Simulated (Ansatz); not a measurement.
Ca, space group P6_3/mmc, a frozen displacement of one atom

Run with Ansatz 0.2.0 through its Python package.

Script `push.py`:
```python
"""Energy and force of Ca as one atom is pushed off its site."""

import ansatz as az
import numpy as np

vectors = np.array([
    [3.98, 0.0, 0.0],
    [-1.99, 3.44678, 0.0],
    [0.0, 0.0, 6.52],
])
cell = (
    az.Lattice.of(vectors)
    .atom("Ca", (1 / 3, 2 / 3, 0.25))
    .atom("Ca", (2 / 3, 1 / 3, 0.75))
)

inverse = np.linalg.inv(np.array(cell.lattice.vectors))
home = np.array(cell.sites[1].position)
values = np.linspace(-0.05, 0.05, 5)
energies, pulls = [], []
for shift in values:
    moved = cell.move(1, to=home + shift * inverse[2])
    base = (
        moved.calculation()
        .initial_density(normalization="cell")
        .occupations(az.OccupationsMethod.COLD, width=0.1)
        .basis(320)
        .kpoints(5, 5, 3, center="monkhorst-pack")
        .scf(tolerance=1e-07, lower_state_search="off")
        .functional("lda")
        .forces()
    )
    r = base.run(threads=1).report
    energies.append(r["free_energy_ev"])
    pulls.append(r["forces_ev_ang"][1][2])

# the force is minus the slope of the free energy
print("shift (A)   dE (eV)   force along z (eV/A)")
for shift, e, f in zip(values, energies, pulls):
    print(f"{shift:8.3f} {e - energies[2]:10.5f} {f:12.4f}")
print(f"stiffness from energies {2 * np.polyfit(values, energies, 2)[0]:.3f}, from forces {-np.polyfit(values, pulls, 1)[0]:.3f} eV/A^2")
```

```console
$ python push.py
DeckWarning: basis.ecutwfc = 320 eV is below the records' recommended 420 eV, and the density's cutoff is lower with it unless basis.ecutrho_ratio is high enough to keep the records' density cutoff: compare with a run at a higher cutoff
shift (A)   dE (eV)   force along z (eV/A)
  -0.050    0.00110       0.0439
  -0.025    0.00027       0.0219
   0.000    0.00000       0.0000
   0.025    0.00027      -0.0219
   0.050    0.00110      -0.0440
stiffness from energies 0.877, from forces 0.879 eV/A^2
```
(Warnings from the package without file and line.)

The curvature of the energy gives 0.877 eV/Å² and the slope of the force 0.879 eV/Å², a positive curvature.

What to keep in mind:
- These settings explore the input space; cutoff and mesh may be short of convergence.
- The cutoff lies under the one recommended for these potentials.
- For a metal this k-point mesh is coarse: on a finer one energies can move by several to tens of meV an atom and pressures by half a GPa or more, differences at one mesh by less.
- In a metal a curvature from energy changes of a few meV or less hangs on mesh and smearing, in size and even in sign.
- Of the deposited cell: it was measured well above room temperature.
- This isn't the structure that Ca takes at ambient conditions.
- All periodic images of the atom move with it, so the curvature is one diagonal element of the zone-centre force constants and no normal mode; a positive value doesn't exclude soft modes in which several atoms move.
- Run time: 3.1 s on 1 thread of Arm Neoverse V1, with other jobs on the host, peak memory 0.31 GiB.

(Lines on the test bed's own set-up are left out of the output.)
